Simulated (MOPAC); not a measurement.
# C5H5BF3N (SMILES F[B-](F)(F)[n+]1ccccc1) at PM6-D3

What is the adiabatic ionisation energy of C5H5BF3N at PM6-D3? 

Program for the calculation: MOPAC 23.2.5.

8 further runs of the same task are left out: 1 that didn't finish, 7 set aside as unsound or not needed.

## 1. The system as given

C5H5BF3N: 15 atoms, total charge 0, spin state singlet. SMILES: `F[B-](F)(F)[n+]1ccccc1`. All atoms were displaced at random from a relaxed shape. The run starts from this shape.

Bond lengths: F1–B2 1.379 Å, B2–F3 1.368 Å, B2–F4 1.383 Å, B2–N5 1.672 Å, N5–C6 1.325 Å, C6–C7 1.395 Å, C7–C8 1.388 Å, C8–C9 1.401 Å, N5–C10 1.337 Å, C9–C10 1.339 Å, C6–H11 1.086 Å, C7–H12 1.093 Å, C8–H13 1.079 Å, C9–H14 1.083 Å, C10–H15 1.103 Å. Some angles: F1–B2–F3 113.4°, F1–B2–F4 112.9°, F1–B2–N5 105.2°, F3–B2–F4 114.9°, F3–B2–N5 104.2°, F4–B2–N5 105.0°, B2–N5–C6 119.0°, B2–N5–C10 120.9°, C6–N5–C10 120.0°, N5–C6–C7 120.9°.

## 2. A structure relaxation at PM6-D3

c5h5bf3n.mop reads:

```
PM6-D3 EF CYCLES=300 MULLIK DISP GNORM=0.01 PRECISE AUX(PRECISION=9) THREADS=1
job C5H5BF3N

F     -1.124939    -1.426899    -2.314280
B     -0.402836    -0.254422    -2.243357
F      0.837555    -0.344941    -2.814166
F     -1.138549     0.853894    -2.622046
N     -0.089154    -0.030731    -0.615916
C      0.995619    -0.578450    -0.089046
C      1.260669    -0.474643     1.276907
C      0.367224     0.221107     2.079708
C     -0.776089     0.771532     1.484780
C     -0.951202     0.628174     0.164865
H      1.658942    -1.105355    -0.768648
H      2.163618    -0.940139     1.681073
H      0.526545     0.313015     3.142667
H     -1.482196     1.331556     2.086159
H     -1.817070     1.054241    -0.369743
```

On the command line:

```bash
mopac c5h5bf3n.mop
```

c5h5bf3n.out:

```text
MOPAC v23.2.5
PM6-D3 CALCULATION RESULTS
[...]
 *  GNORM      - EXIT WHEN GRADIENT NORM DROPS BELOW 0.010
[...]
           Empirical Formula: C5 H5 N F3 B  =    15 atoms
      MOLECULAR POINT GROUP   :   Cs
[...]
 CYCLE:     1 TIME:   0.016 TIME LEFT:  2.00D  GRAD.:   134.052 HEAT: -256.2660
[...]
 CYCLE:   100 TIME:   0.008 TIME LEFT:  2.00D  GRAD.:     0.009 HEAT: -263.6321
[...]
     SCF FIELD WAS ACHIEVED
[...]
                              SUM =       -263.63215 KCAL/MOL = FINAL HEAT OF FORMATION
          TOTAL ENERGY            =      -2334.07423 EV
          ELECTRONIC ENERGY       =      -8874.42561 EV
          CORE-CORE REPULSION     =       6540.35138 EV
          COSMO AREA              =        158.94 SQUARE ANGSTROMS
          COSMO VOLUME            =        155.07 CUBIC ANGSTROMS
          GRADIENT NORM           =          0.00938          =       0.00242 PER ATOM
          IONIZATION POTENTIAL    =         11.395000 EV
          HOMO LUMO ENERGIES (EV) =        -11.395 -1.510
          NO. OF FILLED LEVELS    =         27
          MOLECULAR WEIGHT        =        146.9064         POINT GROUP:  Cs
[...]
                             CARTESIAN COORDINATES
   1    F       -0.705967214    -1.557338134    -2.422889269
   2    B       -0.401833585    -0.247669672    -2.225621792
   3    F        0.749055302     0.084664525    -2.867209604
   4    F       -1.423666552     0.547200325    -2.633918884
   5    N       -0.136799469    -0.047010162    -0.617380725
   6    C        0.861527256    -0.777583253    -0.034805385
   7    C        1.142054377    -0.655912273     1.331663496
   8    C        0.388536192     0.227058142     2.111320524
   9    C       -0.630159253     0.970221887     1.507938596
  10    C       -0.876731603     0.817120599     0.137102546
  11    H        1.437364078    -1.465433860    -0.679114679
  12    H        1.943955559    -1.249465646     1.774886366
  13    H        0.593603262     0.334730235     3.179076486
[...]
              NET ATOMIC CHARGES AND DIPOLE CONTRIBUTIONS
  ATOM NO.   TYPE          CHARGE      No. of ELECS.   s-Pop       p-Pop
    1          F          -0.334382        7.3344     1.95325     5.38113
    2          B           0.575366        2.4246     0.86384     1.56080
    3          F          -0.334358        7.3344     1.95325     5.38111
    4          F          -0.334659        7.3347     1.95282     5.38184
    5          N          -0.091574        5.0916     1.52071     3.57087
    6          C           0.031058        3.9689     1.12402     2.84492
    7          C          -0.226299        4.2263     1.11488     3.11142
    8          C          -0.027850        4.0278     1.11270     2.91515
    9          C          -0.226831        4.2268     1.11484     3.11199
   10          C           0.025785        3.9742     1.12331     2.85090
   11          H           0.205200        0.7948     0.79480
   12          H           0.184566        0.8154     0.81543
[...]
 DIPOLE           X         Y         Z       TOTAL
 POINT-CHG.     1.442     0.995     8.390     8.571
 HYBRID         0.059     0.056     0.400     0.408
 SUM            1.501     1.051     8.790     8.979
[...]
 * JOB ENDED NORMALLY *
[...]
```

Wall time 0.93 s (1 thread of AMD EPYC 7R43 (Zen 3), shared host).

The path in brief:

```
step  energy from the first frame kept (eV)  largest force (eV/Å)
   0                                 0.0000                3.2421
   4                                -0.1834                2.4376
   8                                -0.3055                0.4007
  12                                -0.3144                0.1004
  16                                -0.3149                0.0359
  20                                -0.3151                0.0140
  24                                -0.3152                0.0072
  28                                -0.3152                0.0054
  32                                -0.3152                0.0045
  36                                -0.3153                0.0039
  40                                -0.3153                0.0014
  44                                -0.3153                0.0008
  48                                -0.3153                0.0003
  52                                -0.3153                0.0006
  56                                -0.3153                0.0057
  60                                -0.3153                0.0022
  64                                -0.3156                0.0135
  68                                -0.3169                0.0456
  72                                -0.3176                0.0317
  76                                -0.3185                0.0600
  80                                -0.3193                0.0166
  84                                -0.3194                0.0074
  88                                -0.3194                0.0032
  92                                -0.3194                0.0014
  96                                -0.3194                0.0004
  99                                -0.3194                0.0002
```

After the run. Bond lengths: F1–B2 1.359 Å, B2–F3 1.359 Å, B2–F4 1.357 Å, B2–N5 1.642 Å, N5–C6 1.367 Å, C6–C7 1.400 Å, C7–C8 1.398 Å, C8–C9 1.398 Å, N5–C10 1.365 Å, C9–C10 1.401 Å, C6–H11 1.104 Å, C7–H12 1.092 Å, C8–H13 1.093 Å, C9–H14 1.092 Å, C10–H15 1.104 Å. Some angles: F1–B2–F3 110.9°, F1–B2–F4 110.6°, F1–B2–N5 107.2°, F3–B2–F4 110.6°, F3–B2–N5 107.2°, F4–B2–N5 110.2°, B2–N5–C6 118.0°, B2–N5–C10 122.1°, C6–N5–C10 119.9°, N5–C6–C7 121.0°.

## 3. The doublet cation: a geometry optimisation at PM6-D3

c5h5bf3n.mop reads:

```
DOUBLET UHF CYCLES=300 CHARGE=1 GNORM=0.05 DISP PM6-D3 AUX(PRECISION=6) THREADS=1
C5H5BF3N optimise

F     -0.705967 1    -1.557338 1    -2.422889 1
B     -0.401834 1    -0.247670 1    -2.225622 1
F      0.749055 1     0.084665 1    -2.867210 1
F     -1.423667 1     0.547200 1    -2.633919 1
N     -0.136799 1    -0.047010 1    -0.617381 1
C      0.861527 1    -0.777583 1    -0.034805 1
C      1.142054 1    -0.655912 1     1.331663 1
C      0.388536 1     0.227058 1     2.111321 1
C     -0.630159 1     0.970222 1     1.507939 1
C     -0.876732 1     0.817121 1     0.137103 1
H      1.437364 1    -1.465434 1    -0.679115 1
H      1.943956 1    -1.249466 1     1.774886 1
H      0.593603 1     0.334730 1     3.179076 1
H     -1.234765 1     1.667271 1     2.091296 1
H     -1.674945 1     1.391954 1    -0.363382 1
```

On the command line:

```bash
mopac c5h5bf3n.mop
```

c5h5bf3n.out (excerpt; [...] marks lines left out):

```text
MOPAC v23.2.5
PM6-D3 CALCULATION RESULTS
[...]
 *  GNORM      - EXIT WHEN GRADIENT NORM DROPS BELOW 0.050
[...]
           Empirical Formula: C5 H5 N F3 B  =    15 atoms
      MOLECULAR POINT GROUP   :   Cs
[...]
 CYCLE:     1 TIME:   0.039 TIME LEFT:  2.00D  GRAD.:   131.585 HEAT: -10.99651
[...]
 CYCLE:    34 TIME:   0.012 TIME LEFT:  2.00D  GRAD.:     0.042 HEAT: -18.92442
[...]
     SCF FIELD WAS ACHIEVED
[...]
                              SUM =        -18.92442 KCAL/MOL = FINAL HEAT OF FORMATION
          TOTAL ENERGY            =      -2323.45964 EV
          ELECTRONIC ENERGY       =      -8787.55792 EV
          CORE-CORE REPULSION     =       6464.09828 EV
          COSMO AREA              =        161.24 SQUARE ANGSTROMS
          COSMO VOLUME            =        157.60 CUBIC ANGSTROMS
          GRADIENT NORM           =          0.04227          =       0.01091 PER ATOM
          IONIZATION POTENTIAL    =         17.116733 EV
          ALPHA SOMO LUMO (EV)    =        -17.117 -7.826
          BETA  SOMO LUMO (EV)    =        -17.151 -9.740
          NO. OF ALPHA ELECTRONS  =         27
          NO. OF BETA  ELECTRONS  =         26
          MOLECULAR WEIGHT        =        146.9064         POINT GROUP:  Cs
[...]
                             CARTESIAN COORDINATES
[...]
              NET ATOMIC CHARGES AND DIPOLE CONTRIBUTIONS
  ATOM NO.   TYPE          CHARGE      No. of ELECS.   s-Pop       p-Pop
    1          F          -0.298382        7.2984     1.95079     5.34760
    2          B           0.698522        2.3015     0.86271     1.43877
    3          F          -0.297903        7.2979     1.95077     5.34714
    4          F          -0.297829        7.2978     1.95025     5.34758
    5          N          -0.229261        5.2293     1.61572     3.61354
    6          C           0.210841        3.7892     1.17817     2.61099
    7          C          -0.022195        4.0222     1.16249     2.85971
    8          C          -0.153370        4.1534     1.12308     3.03029
    9          C          -0.018161        4.0182     1.16333     2.85484
   10          C           0.201027        3.7990     1.17654     2.62243
   11          H           0.254457        0.7455     0.74554
   12          H           0.230211        0.7698     0.76979
[...]
                    (S**2)  =    0.813302
[...]
 * JOB ENDED NORMALLY *
[...]
```

Wall time 0.55 s (1 thread of AMD EPYC 7R43 (Zen 3), shared host).

Step by step:

```
step  energy from the first frame kept (eV)  largest force (eV/Å)
   0                                 0.0000                2.5479
   2                                -0.2783                1.1314
   4                                -0.3096                0.7768
   6                                -0.3335                0.3931
   8                                -0.3382                0.3024
  10                                -0.3411                0.2000
  12                                -0.3427                0.1203
  14                                -0.3434                0.0941
  16                                -0.3436                0.0443
  18                                -0.3437                0.0181
  20                                -0.3437                0.0094
  22                                -0.3438                0.0057
  24                                -0.3438                0.0100
  26                                -0.3438                0.0025
  28                                -0.3438                0.0019
  30                                -0.3438                0.0021
  32                                -0.3438                0.0012
  33                                -0.3438                0.0009
```

After the run. Bond lengths: F1–B2 1.335 Å, B2–F3 1.335 Å, B2–F4 1.333 Å, B2–N5 1.844 Å, N5–C6 1.361 Å, C6–C7 1.462 Å, C7–C8 1.393 Å, C8–C9 1.394 Å, N5–C10 1.356 Å, C9–C10 1.464 Å, C6–H11 1.121 Å, C7–H12 1.106 Å, C8–H13 1.108 Å, C9–H14 1.106 Å, C10–H15 1.120 Å. Some angles: F1–B2–F3 116.5°, F1–B2–F4 116.9°, F1–B2–N5 99.3°, F3–B2–F4 117.0°, F3–B2–N5 99.4°, F4–B2–N5 102.5°, B2–N5–C6 117.4°, B2–N5–C10 122.5°, C6–N5–C10 120.0°, N5–C6–C7 121.0°.

## 4. What came out

Level: PM6-D3.

| quantity | value |
| --- | --- |
| run 1, PM6-D3: total energy at the end | -85.77565 Eh |
| run 1, PM6-D3: dipole moment | 8.98 D |
| run 1, PM6-D3: HOMO energy | -11.39 eV |
| run 1, PM6-D3: LUMO energy | -1.51 eV |
| run 1, PM6-D3: HOMO–LUMO gap | 9.88 eV |
| run 1, PM6-D3: dispersion energy | -14.64 kJ/mol |
| run 1, PM6-D3: heat of formation | -263.6 kcal/mol |
| doublet cation: total energy at the end | -85.38557 Eh |
| doublet cation: HOMO energy (over α and β) | -17.12 eV |
| doublet cation: LUMO energy (over α and β) | -9.74 eV |
| doublet cation: dispersion energy | -14.92 kJ/mol |
| doublet cation: heat of formation | -18.9 kcal/mol |
| doublet cation: ⟨S²⟩ | 0.813 |
| adiabatic ionisation energy (to the doublet cation, no zero-point term) | 10.612 eV |

In words: The adiabatic ionisation energy (to the doublet cation, no zero-point term) is 10.61 eV (245 kcal/mol). The optimisation (run 1, PM6-D3) took 99 steps and changed the energy by -0.319 eV. Mulliken charges (run 1, PM6-D3) run from -0.36 on F4 to +0.72 on B2. The optimisation (doublet cation) took 33 steps and changed the energy by -0.344 eV.
